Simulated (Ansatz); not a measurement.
# BaZr2O5: the cost of one run

Computed with Ansatz 0.2.0 (DFT PBE, scalar-relativistic, plane waves, PAW, unless a step names another level, unless a step's input says otherwise).

4 further runs of the same task are left out: 3 that didn't finish, 1 set aside as unsound or not needed. Runs told in other sessions of the task aren't counted.

## 1. The starting structure

The structure is tetragonal, space group I4_1/amd (No. 141). The conventional cell has a = 4.160 Å, b = 4.160 Å, c = 27.127 Å, α = 90.00°, β = 90.00°, γ = 90.00°. Around Ba (site symmetry -4m2) lie 8 O at 2.77 to 2.94 Å. Zr (site symmetry 2mm) has 6 O at 2.10 to 2.20 Å in its first shell of neighbours. Around O (site symmetry -4m2) lie 2 Zr at 2.12 Å and 4 Ba at 2.94 Å. O (site symmetry 2mm) is surrounded by 2 Zr at 2.10 Å and 2 Ba at 2.77 Å. O (site symmetry 2mm) is surrounded by 3 Zr at 2.11 to 2.20 Å.

Structure file:

```cif
data_structure
_symmetry_space_group_name_H-M 'P 1'
_symmetry_Int_Tables_number 1
_cell_length_a 13.8788
_cell_length_b 13.8788
_cell_length_c 13.8788
_cell_angle_alpha 162.763
_cell_angle_beta 162.763
_cell_angle_gamma 24.470
_cell_volume 234.68
loop_
_atom_site_label
_atom_site_type_symbol
_atom_site_fract_x
_atom_site_fract_y
_atom_site_fract_z
_atom_site_occupancy
Ba1 Ba 0.25000 0.75000 0.50000 1
Ba2 Ba 0.50000 0.50000 0.00000 1
Zr1 Zr 0.92202 0.92202 0.00000 1
Zr2 Zr 0.07798 0.07798 0.00000 1
Zr3 Zr 0.82798 0.32798 0.50000 1
Zr4 Zr 0.67202 0.17202 0.50000 1
O1 O 0.00000 0.00000 0.00000 1
O2 O 0.06726 0.56726 0.50000 1
O3 O 0.43274 0.93274 0.50000 1
O4 O 0.90920 0.40920 0.50000 1
O5 O 0.59080 0.09080 0.50000 1
O6 O 0.75000 0.25000 0.50000 1
O7 O 0.68274 0.68274 0.00000 1
O8 O 0.31726 0.31726 0.00000 1
O9 O 0.84080 0.84080 0.00000 1
O10 O 0.15920 0.15920 0.00000 1
```

It came out lowest among 20 distinct ends of the trial cells. At a tolerance of 0.02 Å it has space group I4_1/amd (No. 141).

## 2. Bands, states and charges

The input, input.yaml:

```yaml
crystal:
  lattice:
    - [-2.079778509, 2.079778509, 13.5635785914]
    - [2.079778509, -2.079778509, 13.5635785914]
    - [2.079778509, 2.079778509, -13.5635785914]
  atoms:
    - { symbol: Ba, position: [0.25, 0.75, 0.5] }
    - { symbol: Ba, position: [0.5, 0.5, 0.0] }
    - { symbol: Zr, position: [0.9220215962, 0.9220215962, 0.0] }
    - { symbol: Zr, position: [0.0779784038, 0.0779784038, 0.0] }
    - { symbol: Zr, position: [0.8279784038, 0.3279784038, 0.5] }
    - { symbol: Zr, position: [0.6720215962, 0.1720215962, 0.5] }
    - { symbol: O, position: [0.0, 0.0, 0.0] }
    - { symbol: O, position: [0.0672568637, 0.5672568637, 0.5] }
    - { symbol: O, position: [0.4327431363, 0.9327431363, 0.5] }
    - { symbol: O, position: [0.9091986163, 0.4091986163, 0.5] }
    - { symbol: O, position: [0.5908013837, 0.0908013837, 0.5] }
    - { symbol: O, position: [0.75, 0.25, 0.5] }
    - { symbol: O, position: [0.6827431363, 0.6827431363, 0.0] }
    - { symbol: O, position: [0.3172568637, 0.3172568637, 0.0] }
    - { symbol: O, position: [0.8408013837, 0.8408013837, 0.0] }
    - { symbol: O, position: [0.1591986163, 0.1591986163, 0.0] }
basis:
  ecutwfc: 420
kpoints:
  mp_grid: { grid: [8, 8, 8] }
  band_path:
    path:
      - [[0.0, 0.0, 0.0], [0.0, 0.0, 0.5], [0.25, 0.25, 0.25], [0.0, 0.5, 0.0], [0.0, 0.0, 0.0], [0.5, 0.5, -0.5], [0.25587795, 0.74412205, -0.25587795]]
      - [[-0.25587795, 0.25587795, 0.25587795], [0.0, 0.0, 0.0]]
      - [[0.0, 0.0, 0.5], [-0.01175589, 0.01175589, 0.5]]
      - [[0.5, 0.5, -0.01175589], [0.5, 0.5, -0.5]]
    npoints: 10
hamiltonian:
  xc: pbe
scf:
  occupations: { method: gaussian, width: 0.02 }
  n_extra_bands: 40
output:
  forces: true
  stress: true
  eigenvalues: true
  populations: true
  dos: { projected: true, de: 0.02, nscf_kmesh: { grid: [12, 12, 12] } }
  bader: false
  write_density: true
  write_potential: true
  elf: true
  volumetric_format: npy
```

Command:

```
$ ansatz run input.yaml --threads 1 --pin off --max-ram 2560MiB --backend cpu --events-out ev --progress --plain --runs-dir out
```

Q: Estimate wall time and peak memory on 1 thread of Arm Neoverse V2, shared host.

About 9.7 min, with a peak of 2.2 GiB.
